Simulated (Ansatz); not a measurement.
BFHI, SMILES FBI, a relaxed scan of one distance

Computed with Ansatz 0.2.0, Python API.

The script reads `bfhi.xyz`:
```text
4

F    -0.22540    0.97840   -1.08030
B    -0.23290    0.04180   -0.03180
I     1.66800   -0.78890    0.60050
H    -1.15410   -0.29160    0.49130
```

`relaxed_scan_bfhi.py`:
```python
"""One bond of BFHI held at set lengths while the rest relaxes."""

import ansatz as az
import numpy as np

BASIS_SET = "def2-SVP"
FUNCTIONAL = "B3LYP"
DISPERSION = "d4"


def main() -> None:
    mol = az.Crystal.molecule_from_extxyz("bfhi.xyz")

    model = mol.calculation()
    model = model.basis(gaussian=BASIS_SET).functional(FUNCTIONAL, dispersion=DISPERSION)
    symbols = [site.symbol for site in mol.cartesian_sites]
    pairs = [(0, 1), (1, 2), (1, 3)]
    print("held (A)   E (eV)        ", "  ".join(f"{symbols[i]}{i}-{symbols[j]}{j}" for i, j in pairs))
    for length in [1.29, 1.41, 1.52, 1.69, 1.9]:
        rep = model.relax(constraints=[az.DistanceConstraint((0, 1), at=length)], force_tolerance=0.02, max_steps=60).run(threads=1).report
        xyz = np.array(rep["positions_ang"])
        print(f"{length:6.2f} {rep['free_energy_ev']:14.5f}  ", "  ".join(f"{np.linalg.norm(xyz[i] - xyz[j]):.3f}" for i, j in pairs))


if __name__ == "__main__":
    main()
```

```console
$ python relaxed_scan_bfhi.py
held (A)   E (eV)         F0-B1  B1-I2  B1-H3
DeckWarning: relax.constraints: the input's atoms, or those drawn, lie off the distances that are held; a relaxation that starts there is brought onto them ahead of its first SCF, by positions alone, an atom by 5.80e-2 Å at the most. With the symmetry detection on, the symmetry is detected on the input's atoms as so [...]
  1.29   -11512.33292   1.290  2.146  1.202
  1.41   -11512.16343   1.410  2.121  1.198
  1.52   -11511.69851   1.520  2.103  1.196
  1.69   -11510.76616   1.690  2.080  1.193
  1.90   -11509.59120   1.900  2.059  1.191
```
(Warnings from the package without file and line, shortened, repeats left out.)

Total energies depend on the basis set; only differences at equal settings carry meaning. The energies are electronic: no zero-point or thermal terms, and the basis set is short of its limit. def2 sets replace the cores of elements past krypton by effective core potentials. b3lyp holds the VWN-RPA fit, as in Gaussian; the form of ORCA and Turbomole is b3lyp5. Hardware and time: 64 s on 1 thread of Arm Neoverse V1, with other jobs on the host, peak memory 0.2 GiB.
